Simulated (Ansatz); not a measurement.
**CH4ClGa: molecular dynamics**

Purpose: to follow the molecule's vibrations and see whether its bonds hold. The start is relaxed first. Runs: 40 steps of 3 fs at constant energy, with velocities drawn for 200 K.

Method: RKS PBE0/def2-SVP, in Ansatz 0.2.0.

**1. The starting structure**

Bond lengths: Ga1–C2 1.980 Å, C2–H3 1.110 Å, C2–H4 1.110 Å, C2–H5 1.110 Å, Ga1–Cl6 2.240 Å, Ga1–H7 1.570 Å. Angles: Ga1–C2–H3 109.5°, Ga1–C2–H4 109.5°, Ga1–C2–H5 109.5°, H3–C2–H4 109.4°, H3–C2–H5 109.4°, H4–C2–H5 109.4°, C2–Ga1–Cl6 120.0°, C2–Ga1–H7 120.0°, Cl6–Ga1–H7 120.0°.

Structure file:

```xyz
7

Ga    0.0000    0.0000    0.0000
C     0.0000    0.0000    1.9800
H    -0.9996   -0.3092    2.3505
H     0.7676   -0.7111    2.3505
H     0.2320    1.0203    2.3505
Cl    1.9398    0.0000   -1.1200
H    -1.3596    0.0000   -0.7850
```

**2. Preparing the start**

Contents of input.yaml:

```yaml
crystal:
  periodic: [false, false, false]
  atoms:
    - { symbol: Ga, position_ang: [0.0, 0.0, 0.0] }
    - { symbol: C, position_ang: [0.0, 0.0, 1.98] }
    - { symbol: H, position_ang: [-0.9996, -0.3092, 2.3505] }
    - { symbol: H, position_ang: [0.7676, -0.7111, 2.3505] }
    - { symbol: H, position_ang: [0.232, 1.0203, 2.3505] }
    - { symbol: Cl, position_ang: [1.9398, 0.0, -1.12] }
    - { symbol: H, position_ang: [-1.3596, 0.0, -0.785] }
basis:
  gaussian: { orbitals: def2-SVP }
hamiltonian:
  xc: pbe0
relax:
  f_tol: 0.02
  max_steps: 40
```

On the command line:

```bash
$ ansatz run input.yaml --threads 1 --pin off --max-ram 2048MiB --backend cpu --events-out ev --progress --plain --runs-dir out
```

The runs that follow: Dynamics.

**Question.** What will these runs give? Wanted: relaxation of the start; temperature, first and last step; temperature, second half; potential energy, second half; largest change of the total energy; bonds formed or broken.

**Answer**, as computed:

| quantity | value |
| --- | --- |
| relaxation of the start | 4 moves, 0.103 eV lower |
| length | 40 steps of 3 fs |
| temperature, first and last step | 200 and 3813 K |
| temperature, second half | mean 4249 K, from 3350 to 9259 K |
| potential energy, second half | +1866 meV/atom from the start |
| largest change of the total energy | 2366.59 meV/atom |
| bonds formed or broken | 2 |

What this shows: The temperature runs away to 9259 K: the integration has become unstable, and nothing after that is physical. Averages from a run of 120 fs with 7 atoms are rough. The nuclei move classically, without zero-point motion, which matters most for hydrogen.
